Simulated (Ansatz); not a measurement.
# FHI: the cost of one run

Computed with Ansatz 0.2.0 (the levels named in each step, unless a step's input says otherwise).

**1. The system as given**

Bond lengths: F1–H3 0.933 Å.

Coordinates:

```xyz
3

F    -2.7441    0.7327   -1.5374
I     0.4270   -0.1166    0.2472
H    -2.0450    0.8658   -2.1407
```

**2. A rough first relaxation, PBE-D4/def2-SVP**

This run stands in another session on the same molecule. It ended at:

```xyz
3

F    -2.4382    0.6353   -1.3172
I     0.0126    0.0084   -0.0296
H    -1.9365    0.8382   -2.0842
```

**3. Relaxation, PBE0-D4/def2-TZVPP**

This run stands in another session on the same molecule. It ended at:

```xyz
3

F    -2.4385    0.6536   -1.3741
I     0.2009   -0.0649    0.1477
H    -2.1245    0.8932   -2.2046
```

**4. Relaxation, CCSD(T)/def2-TZVPP**

input.yaml

```yaml
crystal:
  periodic: [false, false, false]
  atoms:
    - { symbol: F, position_ang: [-2.43853675, 0.65364191, -1.37413732] }
    - { symbol: I, position_ang: [0.20090414, -0.06493426, 0.1477105] }
    - { symbol: H, position_ang: [-2.12445739, 0.89324235, -2.20457319] }
magnetization:
  spin_polarized: true
  initial_magnetization: 1
basis:
  gaussian: { orbitals: def2-TZVPP }
correlation:
  method: ccsd_t
scf:
  omitted_lower_state_checks: [cluster_reference]
relax:
  f_tol: 0.002
  max_steps: 40
```

The run is started by

```bash
$ ansatz run input.yaml --threads 8 --pin off --max-ram 22528MiB --backend cpu --events-out ev --progress --plain --runs-dir out
```

**Question.** How long does this run take on 8 threads of Arm Neoverse V2, shared host, and how much memory does it need?

About 11 min, with a peak of 1.3 GiB.
